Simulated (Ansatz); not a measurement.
# MnS: the cost of one run

Computed with Ansatz 0.2.0 (DFT r²SCAN+U (U_eff = 2 eV on Mn d, around-mean-field double counting), plane waves, PAW, unless a step's input says otherwise).

3 further runs of the same task are left out: 3 that didn't finish. Runs told in other sessions of the task aren't counted.

**1. The starting structure**

The structure is cubic, space group Fm-3m (No. 225). The conventional cell has a = 5.224 Å, b = 5.224 Å, c = 5.224 Å, α = 90.00°, β = 90.00°, γ = 90.00°. Mn (site symmetry m-3m) has 6 S at 2.61 Å in its first shell of neighbours. S (site symmetry m-3m) has 6 Mn at 2.61 Å in its first shell of neighbours.

Structure file:

```cif
data_structure
_symmetry_space_group_name_H-M 'P 1'
_symmetry_Int_Tables_number 1
_cell_length_a 3.6943
_cell_length_b 3.6943
_cell_length_c 7.3886
_cell_angle_alpha 60.000
_cell_angle_beta 60.000
_cell_angle_gamma 60.000
_cell_volume 71.30
loop_
_atom_site_label
_atom_site_type_symbol
_atom_site_fract_x
_atom_site_fract_y
_atom_site_fract_z
_atom_site_occupancy
Mn1 Mn 0.00000 0.00000 0.00000 1
S1 S 0.50000 0.50000 0.25000 1
Mn2 Mn 0.00000 0.00000 0.50000 1
S2 S 0.50000 0.50000 0.75000 1
```

An earlier series on this cell reached its lowest free state from «antiferromagnetic site moments held at first, then free», perhaps among other starts.

**2. Total moment locked, 10.00 μB per cell**

Input file input.yaml:

```yaml
crystal:
  lattice:
    - [0.0, 2.61224989, 2.61224989]
    - [2.61224989, 0.0, 2.61224989]
    - [5.22449978, 5.22449978, 0.0]
  atoms:
    - { symbol: Mn, position: [0.0, 0.0, 0.0], spin: 5.0 }
    - { symbol: S, position: [0.5, 0.5, 0.25] }
    - { symbol: Mn, position: [0.0, 0.0, 0.5], spin: 5.0 }
    - { symbol: S, position: [0.5, 0.5, 0.75] }
basis:
  ecutwfc: 500
  ecutrho_ratio: 4
kpoints:
  mp_grid: { grid: [6, 6, 6] }
hamiltonian:
  xc: r2scan
  hubbard:
    sites:
      - { site: 0, l: d, u_eff: 2.0, starting_ns: [{ spin: up, occupation_matrix: s0up }, { spin: down, occupation_matrix: s0down }] }
      - { site: 2, l: d, u_eff: 2.0, starting_ns: [{ spin: up, occupation_matrix: s2up }, { spin: down, occupation_matrix: s2down }] }
    double_counting: amf
    occupation_matrices:
      s0up:
        matrix:
          - [0.97, 0.0, 0.0, 0.0, 0.0]
          - [0.0, 0.97, 0.0, 0.0, 0.0]
          - [0.0, 0.0, 0.97, 0.0, 0.0]
          - [0.0, 0.0, 0.0, 0.97, 0.0]
          - [0.0, 0.0, 0.0, 0.0, 0.97]
      s0down:
        matrix:
          - [0.02, 0.0, 0.0, 0.0, 0.0]
          - [0.0, 0.02, 0.0, 0.0, 0.0]
          - [0.0, 0.0, 0.02, 0.0, 0.0]
          - [0.0, 0.0, 0.0, 0.02, 0.0]
          - [0.0, 0.0, 0.0, 0.0, 0.02]
      s2up:
        matrix:
          - [0.97, 0.0, 0.0, 0.0, 0.0]
          - [0.0, 0.97, 0.0, 0.0, 0.0]
          - [0.0, 0.0, 0.97, 0.0, 0.0]
          - [0.0, 0.0, 0.0, 0.97, 0.0]
          - [0.0, 0.0, 0.0, 0.0, 0.97]
      s2down:
        matrix:
          - [0.02, 0.0, 0.0, 0.0, 0.0]
          - [0.0, 0.02, 0.0, 0.0, 0.0]
          - [0.0, 0.0, 0.02, 0.0, 0.0]
          - [0.0, 0.0, 0.0, 0.02, 0.0]
          - [0.0, 0.0, 0.0, 0.0, 0.02]
    ns_hold: { iters: 8 }
scf:
  occupations: { method: gaussian, width: 0.05 }
  lower_state_search: "off"
  max_iter: 150
output:
  forces: true
  stress: true
  eigenvalues: true
  populations: true
  hubbard: { sites: [{ site: 0, l: d }, { site: 2, l: d }] }
magnetization:
  spin_polarized: true
  initial_magnetization: 10.0
  spin_locking: { lock_magnetization: hard }
```

At this filling each channel is wholly full or empty, so no choice of orbitals remains. The typed matrices put 0.97 on the chosen orbitals and 0.02 on the others, and are held for 8 cycles. The lock stays on to the end, so the result is a constrained state unless its moments die out.

The run is started by

```sh
$ ansatz run input.yaml --threads 4 --pin off --max-ram 6144MiB --backend cpu --events-out ev --progress --plain --runs-dir out
```

Q: Estimate wall time and peak memory on 4 threads of Arm Neoverse V2, shared host.

About 7.7 s, with a peak of 0.69 GiB.
